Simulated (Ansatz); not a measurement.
# GeH5S: the cost of one run

All numbers below are computed with Ansatz 0.2.0 (UKS BHLYP/def2-mTZVP).

### 1 The structure to begin with

Bond lengths: S2–H4 1.329 Å, Ge3–H5 1.506 Å, Ge3–H6 1.505 Å, Ge3–H7 1.507 Å. Angles: H5–Ge3–H6 108.7°, H5–Ge3–H7 108.4°, H6–Ge3–H7 108.4°.

Structure file:

```xyz
7

H    -0.5890   -0.5710   -0.3959
S    -1.2152   -1.7030   -1.6353
Ge    0.2730    0.7323    0.8334
H    -0.0341   -1.6779   -2.2433
H    -0.0648    2.1469    0.4422
H    -0.1363    0.5170    2.2658
H     1.7665    0.5557    0.7331
```

### 2 Pulling towards end A

Springs on the bonds that form and break draw the guess towards this end; the thresholds are loose.

Contents of input.yaml:

```yaml
crystal:
  periodic: [false, false, false]
  atoms:
    - { symbol: H, position_ang: [-0.589, -0.571, -0.3959] }
    - { symbol: S, position_ang: [-1.2152, -1.703, -1.6353] }
    - { symbol: Ge, position_ang: [0.273, 0.7323, 0.8334] }
    - { symbol: H, position_ang: [-0.0341, -1.6779, -2.2433] }
    - { symbol: H, position_ang: [-0.0648, 2.1469, 0.4422] }
    - { symbol: H, position_ang: [-0.1363, 0.517, 2.2658] }
    - { symbol: H, position_ang: [1.7665, 0.5557, 0.7331] }
magnetization:
  spin_polarized: true
  initial_magnetization: 1
basis:
  gaussian: { orbitals: def2-mTZVP }
hamiltonian:
  xc: { name: BHLYP }
relax:
  f_tol: 0.15
  max_steps: 25
  restrain:
    - { distance: [0, 2], at: 2.81, k: 30.0 }
    - { distance: [1, 0], at: 1.36, k: 30.0 }
output:
  orbitals: {}
```

Run with:

```
$ ansatz run input.yaml --threads 2 --pin off --max-ram 3072MiB --backend cpu --events-out ev --progress --plain --runs-dir out
```

Q: Estimate wall time and peak memory on 2 threads of AMD EPYC 9R45 (Zen 5), shared host.

About 5 s, with a peak of 0.21 GiB.
